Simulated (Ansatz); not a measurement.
**C₃H₈OSi: one species, many methods**

The task here is to estimate one member of a computed series from the others.

The runs use Ansatz 0.2.0, Gaussian basis; functionals in def2-TZVPP, the program's frozen cores in correlated methods.

Plan: PBE-D4, r2SCAN-D4, PBE0-D4, B3LYP-D4, ωB97X-V, ωB97M-V, B2PLYP; CCSD(T)/def2-TZVPP; MP2/def2-QZVPP; extrapolation to the limit.

## The relaxed structure

An earlier PBE0-D4 in a triple-zeta def2 set relaxation fixed the geometry.

SMILES `C=C([SiH3])OC`, 13 atoms, charge 0, spin multiplicity 1.

Atoms are counted from 1 here; the program's logs count them from 0.

Bond lengths: C1–C2 1.336 Å, C1–H6 1.082 Å, C1–H7 1.083 Å, C2–Si3 1.877 Å, C2–O4 1.356 Å, Si3–H8 1.486 Å, Si3–H9 1.485 Å, Si3–H10 1.486 Å, O4–C5 1.409 Å, C5–H11 1.089 Å, C5–H12 1.095 Å, C5–H13 1.095 Å. Angles: C2–C1–H6 119.1°, C2–C1–H7 123.8°, H6–C1–H7 117.1°, C1–C2–Si3 122.5°, C1–C2–O4 125.6°, Si3–C2–O4 111.9°, C2–Si3–H8 110.2°, C2–Si3–H9 108.2°, C2–Si3–H10 110.2°, H8–Si3–H9 109.9°, H8–Si3–H10 108.5°, H9–Si3–H10 109.8°, C2–O4–C5 117.2°, O4–C5–H11 106.5°, O4–C5–H12 111.1°, O4–C5–H13 111.0°, H11–C5–H12 109.6°, H11–C5–H13 109.6° and more.

The first run:

The input, in.yaml:

```yaml
crystal:
  periodic: [false, false, false]
  atoms:
    - {symbol: C, position_ang: [-0.406364, 1.237975, -0.540310]}
    - {symbol: C, position_ang: [0.176225, 0.221454, 0.101720]}
    - {symbol: Si, position_ang: [1.650779, 0.460357, 1.238827]}
    - {symbol: O, position_ang: [-0.198789, -1.079141, 0.026838]}
    - {symbol: C, position_ang: [-1.299188, -1.384699, -0.798556]}
    - {symbol: H, position_ang: [-0.018291, 2.238131, -0.403231]}
    - {symbol: H, position_ang: [-1.257304, 1.125761, -1.201283]}
    - {symbol: H, position_ang: [1.321247, -0.005157, 2.610932]}
    - {symbol: H, position_ang: [1.987986, 1.905851, 1.263862]}
    - {symbol: H, position_ang: [2.813785, -0.320545, 0.743167]}
    - {symbol: H, position_ang: [-1.447882, -2.460859, -0.729899]}
    - {symbol: H, position_ang: [-1.099557, -1.107160, -1.839233]}
    - {symbol: H, position_ang: [-2.202251, -0.866669, -0.457934]}
basis:
  gaussian: {orbitals: def2-TZVPP}
hamiltonian: {xc: pbe, dispersion: d4}
output: {forces: true, orbitals: {seedname: orbitals}}
```

The run is started by

```bash
> ansatz run in.yaml --threads 4 --pin off --events-out ev --progress --plain --max-ram 10444MiB
```

Steps of the session up to this table: PBE-D4 (GGA); r2SCAN-D4 (meta-GGA); PBE0-D4 (hybrid); B3LYP-D4 (hybrid); ωB97X-V (range-separated); ωB97M-V (range-separated); B2PLYP (double hybrid); CCSD(T) in def2-TZVPP; MP2 in def2-QZVPP.

One table of the session follows, with a row left open; its other results are not shown here.

| method | atomisation energy (eV) |
| --- | --- |
| PBE-D4 | 51.283 |
| r2SCAN-D4 | 50.502 |
| PBE0-D4 | 50.444 |
| B3LYP-D4 | 50.455 |
| ωB97X-V | 50.509 |
| ωB97M-V | 50.506 |
| B2PLYP | 49.882 |
| HF/def2-TZVPP | 37.026 |
| MP2/def2-TZVPP | 49.720 |
| CCSD/def2-TZVPP | ? |
| CCSD(T)/def2-TZVPP | 49.161 |
| MP2/CBS | 50.934 |
| CCSD(T)/CBS | 50.375 |

**Question.** Estimate the row for CCSD/def2-TZVPP.

The run gave: atomisation energy (eV): 48.447. In the column «atomisation energy (eV)» it lies between HF/def2-TZVPP (37.026) and CCSD(T)/def2-TZVPP (49.161).

To keep in mind: Free atoms (3 C, 1 Si, 1 O, 8 H) were run apart at each level; the atomisation energy is their sum less the molecule, without zero-point or spin-orbit terms.
